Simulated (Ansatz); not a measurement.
Working through relaxations under a series of pressures of ReTc, space group P-6m2

Computed with the Python package of Ansatz (0.2.0).

Run as a notebook:

In [1]:
```python
from dataclasses import dataclass
import warnings

import ansatz
import numpy as np
```

In [2]:
```python
@dataclass(frozen=True)
class Options:
    xc: str = "PBEsol"
    mesh: tuple[int, ...] = (7, 7, 4)
    occupations: str = "methfessel_paxton"
    smearing_width: float = 0.3
    scf_tol: float = 1e-06
```

In [3]:
```python
cfg = Options()
```

In [4]:
```python
def edges_and_angles(cell):
    cell = np.asarray(cell)
    a, b, c = np.linalg.norm(cell, axis=1)
    cosines = cell[1] @ cell[2] / (b * c), cell[0] @ cell[2] / (a * c), cell[0] @ cell[1] / (a * b)
    return (a, b, c, *np.degrees(np.arccos(cosines)))
```

In [5]:
```python
warnings.simplefilter("ignore", ansatz.DeckWarning)
```

In [6]:
```python
cell = (
    ansatz.Lattice.from_parameters(2.749299, 2.749299, 4.440267, alpha=90, beta=90, gamma=120)
    .space_group(187)
    .atom("Tc", [0.0, 0.0, 0.0])
    .atom("Re", [1 / 3, 2 / 3, 0.5])
)

cell.resolved().tree()["lattice"]
```
Out [6]:
```text
((2.749299, 0.0, 0.0), (-1.3746494999999994, 2.3809627765991537, 0.0),
 (2.7188793844548105e-16, 4.709237233527325e-16, 4.440267))
```

In [7]:
```python
calculation = (
    cell.calculation()
    .functional(cfg.xc)
    .pseudopotentials("nc")
    .kpoints(mesh=cfg.mesh)
    .occupations(cfg.occupations, width=cfg.smearing_width)
    .scf(tolerance=cfg.scf_tol)
)
```

In [8]:
```python
# H = F + PV, with 1 GPa A^3 = 1/160.21766 eV
rows = []
for pressure in [0, 5, 10, 20]:
    out = calculation.relax(cell=True, pressure=pressure, force_tolerance=0.05, density_extrapolation="none").run(threads=1)
    cell = out.lattice.cell_ang
    n_atoms = len(out.lattice.sites)
    volume = abs(np.linalg.det(cell)) / n_atoms
    enthalpy = out.report["free_energy_ev"] / n_atoms + pressure * volume / 160.21766
    rows.append((pressure, volume, enthalpy, *edges_and_angles(cell)))
    print(f"{pressure} GPa done: {volume:.4f} A^3/atom")

print(" P (GPa)  V (A^3/atom)  H (eV/atom)     a       b       c")
for row in rows:
    print("{:8.1f} {:12.4f} {:14.5f} {:7.4f} {:7.4f} {:7.4f}".format(*row[:6]))
p, v = np.array([row[0] for row in rows], float), np.array([row[1] for row in rows])
print("mean bulk modulus between rows (GPa):", np.round(-np.diff(p) / np.diff(np.log(v)), 1))
```
```text
0 GPa done: 14.2915 A^3/atom
5 GPa done: 14.1000 A^3/atom
10 GPa done: 13.9214 A^3/atom
20 GPa done: 13.5965 A^3/atom
 P (GPa)  V (A^3/atom)  H (eV/atom)     a       b       c
     0.0      14.2915    -2334.79830  2.7257  2.7257  4.4423
     5.0      14.1000    -2334.35534  2.7135  2.7135  4.4224
    10.0      13.9214    -2333.91814  2.7020  2.7020  4.4035
    20.0      13.5965    -2333.05963  2.6809  2.6809  4.3688
mean bulk modulus between rows (GPa): [370.7 392.1 423.5]
```

The volume falls from 14.29 Å³ an atom at 0 GPa to 13.60 at 20 GPa, by 4.9 %. Between 0 and 5 GPa, -V dP/dV is about 371 GPa, a mean over that step.

These settings explore the input space; cutoff and mesh may be short of convergence. No spin polarisation was allowed. At a fixed pressure a relaxation lowers the enthalpy F + PV, while F alone can rise. The mesh is modest for a metal, so energies can be off by several to tens of meV an atom and pressures by half a GPa or more; differences at equal mesh fare better. The program warned that this SCF threshold is loose for forces or stresses. Spin-orbit coupling, which matters for elements this heavy, is left out. The structure comes from a database of computed cells and needn't be a stable or known phase. Symmetry holds the cell in this phase, whether or not it is the stable one at each pressure. The script silences the warnings on its input, which a real study should read. It ran for 2.4 min on 1 thread of Intel(R) Xeon(R) 6975P-C (Granite Rapids) (shared host), peak memory 0.44 GiB.
